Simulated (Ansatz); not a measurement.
**BiH2(CF3) (CH₂BiF₃): a spread of methods and bases**

How do the results and run time of BiH2(CF3) (CH₂BiF₃) respond when the settings are drawn wide?

Method: the settings change from run to run; program: Ansatz 0.2.0, Gaussian basis.

## 1. The relaxed structure

The geometry comes from an earlier relaxation with r2SCAN-D4/def2-SVP; it is a stationary point, not always the lowest conformer. Bi takes a core potential in def2 sets; no spin-orbit term is included.

7 atoms, charge 0, spin multiplicity 1.

Atoms are counted from 1 here; the program's logs count them from 0.

Bond lengths: Bi1–H2 1.799 Å, Bi1–H3 1.798 Å, Bi1–C4 2.335 Å, C4–F5 1.339 Å, C4–F6 1.348 Å, C4–F7 1.347 Å. Angles: H2–Bi1–H3 89.9°, H2–Bi1–C4 89.5°, H3–Bi1–C4 89.7°, Bi1–C4–F5 114.2°, Bi1–C4–F6 110.2°, Bi1–C4–F7 110.1°, F5–C4–F6 107.4°, F5–C4–F7 107.5°, F6–C4–F7 107.2°.

## 2. r2SCAN50/def2-mTZVPP

Set apart from the defaults: D4 dispersion.

File in.yaml:

```yaml
crystal:
  periodic: [false, false, false]
  atoms:
    - {symbol: Bi, position_ang: [0.534474, 0.977613, 1.131670]}
    - {symbol: H, position_ang: [1.991519, 0.914600, 0.079088]}
    - {symbol: H, position_ang: [-0.207099, 2.189490, 0.029035]}
    - {symbol: C, position_ang: [-0.424301, -0.738902, -0.127697]}
    - {symbol: F, position_ang: [-0.395311, -0.530618, -1.450289]}
    - {symbol: F, position_ang: [-1.713387, -0.911745, 0.225335]}
    - {symbol: F, position_ang: [0.214105, -1.900437, 0.112847]}
basis:
  gaussian: {orbitals: def2-mTZVPP}
hamiltonian: {xc: {name: r2SCAN50}, dispersion: d4}
scf: {omitted_lower_state_checks: [starts]}
output: {forces: true}
```

Command:

```
ansatz run in.yaml --threads 4 --pin off --events-out ev --progress --plain --max-ram 3916MiB
```

Log (excerpt; [...] marks lines left out):

```text
Functional definition: r2SCAN50
  name "r2SCAN50"
  cite "Bursch, Neugebauer, Ehlert & Grimme, J. Chem. Phys. 156, 134105 (2022) doi:10.1063/5.0086040"
  cite "Furness, Kaplan, Ning, Perdew & Sun, J. Phys. Chem. Lett. 11, 8208 (2020) doi:10.1021/acs.jpclett.0c02405"
  cite "Furness, Kaplan, Ning, Perdew & Sun, J. Phys. Chem. Lett. 11, 9248 (2020) doi:10.1021/acs.jpclett.0c03077"
  parent r2scan
[...]
1311 factors; integrals over basis functions are off by at most 1.2e-3 eV
[...]
mean field -15056.83962893 eV, -553.3286504709 hartree, gradient 3.0e-5 eV, S^2 0.000000; 0 other end points of the search recorded, 0 dependent functions left out
[...]
reference -15056.83963602 eV, -553.3286507312 hartree; 29, 29 occupied and 108, 108 virtual orbitals, 1311 factors
Total energy: -15056.88658177 eV, -553.3303759559 hartree
Atom 0 at     0.534474     0.977613     1.131670 Å, force    -0.067734    -0.152328    -0.820768 eV/Å
Atom 1 at     1.991519     0.914600     0.079088 Å, force    -0.312081     0.012650     0.243059 eV/Å
Atom 2 at    -0.207099     2.189490     0.029035 Å, force     0.152120    -0.256767     0.260398 eV/Å
Atom 3 at    -0.424301    -0.738902    -0.127697 Å, force    -0.023401    -0.043617     0.029356 eV/Å
Atom 4 at    -0.395311    -0.530618    -1.450289 Å, force    -0.095260    -0.300293     0.945095 eV/Å
Atom 5 at    -1.713387    -0.911745     0.225335 Å, force     0.921360    -0.004819    -0.374716 eV/Å
Atom 6 at     0.214105    -1.900437     0.112847 Å, force    -0.575005     0.745173    -0.282424 eV/Å
Dipole moment:     0.227200     0.415576     0.414847 e Å
Checks for a lower state left out: starts
```

Run time: 7 s. Hardware: 4 threads of Intel Xeon at 2.50GHz, shared host.

Largest force 0.996 eV/Å, dipole 3.02 D.

## 3. r2SCANh/def2-SVPD

Set apart from the defaults: atoms shaken by 0.15 Å, a point charge of 1.00 e beside it.

File in.yaml:

```yaml
crystal:
  periodic: [false, false, false]
  atoms:
    - {symbol: Bi, position_ang: [0.680147, 1.150621, 1.302868]}
    - {symbol: H, position_ang: [1.960905, 0.739971, -0.134675]}
    - {symbol: H, position_ang: [-0.319381, 2.165594, 0.264855]}
    - {symbol: C, position_ang: [-0.626381, -0.714276, 0.022835]}
    - {symbol: F, position_ang: [-0.241769, -0.402430, -1.402229]}
    - {symbol: F, position_ang: [-1.525980, -0.928846, 0.011081]}
    - {symbol: F, position_ang: [0.332714, -1.782619, 0.103991]}
basis:
  gaussian: {orbitals: def2-SVPD, point_charges: [{charge: 1.00, position_ang: [5.262, 0.101, -0.363]}]}
hamiltonian: {xc: {name: r2SCANh}}
```

Same command.

Log (excerpt; [...] marks lines left out):

```text
Functional definition: r2SCANh
  name "r2SCANh"
  cite "Bursch, Neugebauer, Ehlert & Grimme, J. Chem. Phys. 156, 134105 (2022) doi:10.1063/5.0086040"
  cite "Furness, Kaplan, Ning, Perdew & Sun, J. Phys. Chem. Lett. 11, 8208 (2020) doi:10.1021/acs.jpclett.0c02405"
  cite "Furness, Kaplan, Ning, Perdew & Sun, J. Phys. Chem. Lett. 11, 9248 (2020) doi:10.1021/acs.jpclett.0c03077"
  parent r2scan
[...]
1211 factors; their error is unknown
[...]
mean field -15041.80357672 eV, -552.7760857438 hartree, gradient 5.5e-5 eV, S^2 0.000000; 0 other end points of the search recorded, 0 dependent functions left out
reference -15041.80358908 eV, -552.7760861980 hartree; 29, 29 occupied and 108, 108 virtual orbitals, 1211 factors
Total energy: -15041.80358908 eV, -552.7760861980 hartree
```

Run time: 4.4 s. Hardware: 4 threads of Intel Xeon at 2.50GHz, shared host.

## 4. B97M-V/def2-mTZVP

Set apart from the defaults: charge +1, multiplicity 2, restricted open-shell orbitals, density fitting with def2-universal-jkfit, finite nuclei, a point charge of 1.00 e beside it, the search for lower states set to off.

File in.yaml:

```yaml
crystal:
  periodic: [false, false, false]
  atoms:
    - {symbol: Bi, position_ang: [0.534474, 0.977613, 1.131670]}
    - {symbol: H, position_ang: [1.991519, 0.914600, 0.079088]}
    - {symbol: H, position_ang: [-0.207099, 2.189490, 0.029035]}
    - {symbol: C, position_ang: [-0.424301, -0.738902, -0.127697]}
    - {symbol: F, position_ang: [-0.395311, -0.530618, -1.450289]}
    - {symbol: F, position_ang: [-1.713387, -0.911745, 0.225335]}
    - {symbol: F, position_ang: [0.214105, -1.900437, 0.112847]}
basis:
  gaussian: {orbitals: def2-mTZVP, fitting: {mean_field: def2-universal-jkfit}, nuclear_model: gaussian, point_charges: [{charge: 1.00, position_ang: [4.635, 0.715, 0.228]}]}
total_charge: 1
magnetization: {spin_polarized: false, initial_magnetization: 1}
hamiltonian: {xc: {name: B97M-V}}
scf: {lower_state_search: off}
output: {forces: true}
```

Same command.

Log (excerpt; [...] marks lines left out):

```text
Functional definition: B97M-V
  name "B97M-V"
  cite "Mardirossian & Head-Gordon, J. Chem. Phys. 142, 074111 (2015) doi:10.1063/1.4907719"
  cite "Becke, J. Chem. Phys. 107, 8554 (1997) doi:10.1063/1.475007"
  cite "Vydrov & Van Voorhis, J. Chem. Phys. 133, 244103 (2010) doi:10.1063/1.3521275"
  # Of w^i u^j: cxij and so on, Table III.
[...]
  gx(w, u) = cx00 + cx01*u + cx02*u^2 + (cx10 + cx11*u)*w
  gss(w, u) = css00 + css02*u^2 + css10*w + (css32*w^3 + css42*w^4)*u^2
  gos(w, u) = cos00 + cos01*u + cos03*u^3 + cos10*w + cos32*w^3*u^2
[...]
      + integral(e_c_pw_mod_opposite_spin*gos(b97_w_opposite, b97_u_opposite)) + vv10(b, c)
[...]
593 factors; integrals over basis functions are off by at most 1.6e0 eV
[...]
mean field -15047.48545500 eV, -552.9848909191 hartree, gradient 7.4e-6 eV, S^2 0.750000; 0 other end points of the search recorded, 0 dependent functions left out
[...]
reference -15047.48550990 eV, -552.9848929369 hartree; 29, 28 occupied and 89, 90 virtual orbitals, 593 factors
Total energy: -15047.48550990 eV, -552.9848929369 hartree
Atom 0 at     0.534474     0.977613     1.131670 Å, force    -0.644577     0.708658    -0.250755 eV/Å
Atom 1 at     1.991519     0.914600     0.079088 Å, force     0.738409     0.052057     0.131932 eV/Å
Atom 2 at    -0.207099     2.189490     0.029035 Å, force     0.010496     0.395853     0.278698 eV/Å
Atom 3 at    -0.424301    -0.738902    -0.127697 Å, force    -2.695712    -4.558155    -1.805165 eV/Å
Atom 4 at    -0.395311    -0.530618    -1.450289 Å, force     0.627038     0.979802     1.462139 eV/Å
Atom 5 at    -1.713387    -0.911745     0.225335 Å, force     1.448846     0.982746     0.148892 eV/Å
Atom 6 at     0.214105    -1.900437     0.112847 Å, force     0.099042     1.451602     0.218487 eV/Å
Dipole moment:    -0.273728     0.302903     0.405058 e Å
Checks for a lower state left out: stability, starts, cluster_reference, orbital_swaps, neighbouring_geometries, increment
```

Wall time 7.5 s (4 threads of Intel Xeon at 2.50GHz, shared host).

Largest force 5.595 eV/Å.

## 5. revPBE0/def2-TZVP

Options: D3(BJ) with three-body dispersion.

Edit in.yaml of step 4 so:

```diff
@@ -11,7 +11,3 @@
 basis:
-  gaussian: {orbitals: def2-mTZVP, fitting: {mean_field: def2-universal-jkfit}, nuclear_model: gaussian, point_charges: [{charge: 1.00, position_ang: [4.635, 0.715, 0.228]}]}
-total_charge: 1
-magnetization: {spin_polarized: false, initial_magnetization: 1}
-hamiltonian: {xc: {name: B97M-V}}
-scf: {lower_state_search: off}
-output: {forces: true}
+  gaussian: {orbitals: def2-TZVP}
+hamiltonian: {xc: {name: revPBE0}, dispersion: d3bjatm}
```

Same command.

Log:

```text
Functional definition: revPBE0
  name "revPBE0"
  cite "Zhang & Yang, Phys. Rev. Lett. 80, 890 (1998) doi:10.1103/PhysRevLett.80.890"
  cite "Adamo & Barone, J. Chem. Phys. 110, 6158 (1999) doi:10.1063/1.478522"
  cite "Perdew, Burke & Ernzerhof, Phys. Rev. Lett. 77, 3865 (1996) doi:10.1103/PhysRevLett.77.3865"
  parameter a = 0.25
  parameter kappa = 1.245
  parameter beta = 0.06672455060314922
  exchange = (1 - a)*pbe_x(kappa = kappa, mu = beta*pi^2/3) + a*exact_x
  correlation = pbe_c(beta = beta)
1141 factors; their error is unknown
mean field evaluation 1: about -15058.4540 eV, gradient 3.8e1 eV
mean field evaluation 2: about -15056.9227 eV, gradient 5.2e1 eV
mean field evaluation 4: about -15060.5195 eV, gradient 2.0e0 eV
mean field evaluation 8: about -15060.6300 eV, gradient 6.9e-2 eV
mean field -15060.63005247 eV, -553.4679459665 hartree, gradient 6.0e-5 eV, S^2 0.000000; 0 other end points of the search recorded, 0 dependent functions left out
reference -15060.63008615 eV, -553.4679472044 hartree; 29, 29 occupied and 157, 157 virtual orbitals, 1141 factors
Total energy: -15060.91078544 eV, -553.4782627131 hartree
```

It took 2.6 s on 4 threads of Intel Xeon at 2.50GHz, shared host.

## 6. All runs side by side

```csv
level,charge,multiplicity,geometry,functions,energy (eV),time
r2SCAN50/def2-mTZVPP,0,1,relaxed,137,-15056.887,7 s
r2SCANh/def2-SVPD,0,1,"shaken, point charge",137,-15041.804,4.4 s
B97M-V/def2-mTZVP,1,2,"relaxed, point charge",118,-15047.486,7.5 s
revPBE0/def2-TZVP,0,1,relaxed,186,-15060.911,2.6 s
```

## 7. What came out

```
                                         quantity                     value
                                             runs                         4
                                         quickest  revPBE0/def2-TZVP, 2.6 s
                                          slowest  B97M-V/def2-mTZVP, 7.5 s
spread of total energies, same state and geometry                    4.0 eV
```

**Reading.** Run time spans a factor of 3, from revPBE0/def2-TZVP to B97M-V/def2-mTZVP. The jobs differ in tasks and options as well as level. Total energies at one charge and spin differ by 4 eV between levels, so only differences within one level mean anything. At the r2SCAN-D4/def2-SVP geometry and in the same state, runs without warnings or point charges leave forces up to 1.00 eV/Å (r2SCAN50/def2-mTZVPP).
